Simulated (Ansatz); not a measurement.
Task: a formation energy from the elements of GaIr and its elements, with the Ansatz DFT code, driven from Python. Give the script and its output. Settings (first run): PBEsol, norm-conserving potentials, the default cutoff (1088 eV here), 7×7×7 k-points, Fermi-Dirac smearing of 0.05 eV.

Script `run_formation.py`:
```python
'''Heat of formation of GaIr at zero temperature, after relaxing atoms and volume at fixed cell shape.'''

from collections import Counter
import logging
import sys
import warnings

import ansatz as az
import numpy as np

logging.basicConfig(stream=sys.stdout, format='%(levelname)s:%(name)s:%(message)s')
log = logging.getLogger('calc')
log.setLevel(logging.INFO)

PHASES = {
    'GaIr': (
        [(3.004, 0.0, 0.0), (0.0, 3.004, 0.0), (0.0, 0.0, 3.004)],
        [
            ('Ga', (0.0, 0.0, 0.0)),
            ('Ir', (0.5, 0.5, 0.5)),
        ],
    ),
    'Ga': (
        [(2.2615, -3.8305, 0.0), (2.2615, 3.8305, 0.0), (0.0, 0.0, 4.524)],
        [
            ('Ga', (0.8451, 0.1549, 0.081)),
            ('Ga', (0.6549, 0.3451, 0.581)),
            ('Ga', (0.1549, 0.8451, 0.919)),
            ('Ga', (0.3451, 0.6549, 0.419)),
        ],
    ),
    'Ir': (
        [(0.0, 1.9156, 1.9156), (1.9156, 0.0, 1.9156), (1.9156, 1.9156, 0.0)],
        [
            ('Ir', (0.0, 0.0, 0.0)),
        ],
    ),
}


def build(vectors, sites):
    crystal = az.Crystal(lattice=az.Lattice.of(vectors))
    for symbol, position in sites:
        crystal = crystal.atom(symbol, position)
    return crystal


def run_phase(name, crystal):
    calc = (
        crystal.calculation()
        .functional('PBEsol')
        .pseudopotentials('nc')
        .accuracy('low')
        .eigensolver('davidson', mixed_precision=False)
        .scf(tolerance=1e-08, max_iterations=80)
        .kpoints(spacing=0.3)
        .occupations('fermi_dirac', width=0.05)
        .stress()
    )
    calc = calc.relax(force_tolerance=0.02, fix_cell=['shape'])
    return calc.run(threads=1, backend='cpu')


def counts(outcome):
    return Counter(site.symbol for site in outcome.lattice.sites)

def formation_energy(outcome, mu):
    n = counts(outcome)
    return (outcome.report['energy_sigma0_ev'] - sum(k * mu[element] for element, k in n.items())) / sum(n.values())


def volume_per_atom(outcome):
    return abs(np.linalg.det(outcome.lattice.cell_ang)) / len(outcome.lattice.sites)

warnings.simplefilter('ignore', az.DeckWarning)

phases = {name: build(*cell) for name, cell in PHASES.items()}

done = {}
for name, crystal in phases.items():
    done[name] = run_phase(name, crystal)
    log.info(f'{name}: {done[name].report["energy_sigma0_ev"]:.4f} eV, {len(done[name].lattice.sites)} atoms')

# energy of one atom in its reference phase
references = {'Ga': 'Ga', 'Ir': 'Ir'}
mu = {element: done[name].report['energy_sigma0_ev'] / len(done[name].lattice.sites) for element, name in references.items()}

target = done['GaIr']
heat = formation_energy(target, mu)
n = counts(target)
print('cell content:', dict(n), ' volume', round(volume_per_atom(target), 3), 'A^3/atom')
print('formation energy', round(heat, 4), 'eV/atom,', round(heat * sum(n.values()), 4), 'eV per cell')
print('bound against the elements' if heat < 0 else 'unbound against the elements')
```

Output of `python run_formation.py`:
```text
INFO:calc:GaIr: -5204.0859 eV, 2 atoms
INFO:calc:Ga: -8310.4928 eV, 4 atoms
INFO:calc:Ir: -3125.6845 eV, 1 atoms
cell content: {<Element.GA: 'Ga'>: 1, <Element.IR: 'Ir'>: 1}  volume 13.761 A^3/atom
formation energy -0.3891 eV/atom, -0.7783 eV per cell
bound against the elements
```

Notes:
- The settings weren't tested for convergence.
- For the metals among these phases the mesh is modest: differences between phases can be off by up to 40 meV an atom.
- The program warned that this SCF threshold is loose for forces or stresses.
- Atoms and volume are relaxed with the cell's shape held, which in cells of lower than cubic symmetry can hide stresses and shift volumes.
- Spin-orbit coupling, which matters for elements this heavy, is left out.
- The cells come from databases of deposited and of computed structures, and not all need be stable phases.
- The compound is the structure given, not necessarily its lowest; energies are at zero temperature, with no correction for gases. A semilocal functional's error on such energies is often 0.05 to 0.1 eV an atom, and 0.1 to 0.3 eV against gases such as O2 or F2.
- The script silences the warnings on its input, which a real study should read.
- Run time: 2.5 min on 1 thread of Arm Neoverse V2, with other jobs on the host, peak memory 0.64 GiB.
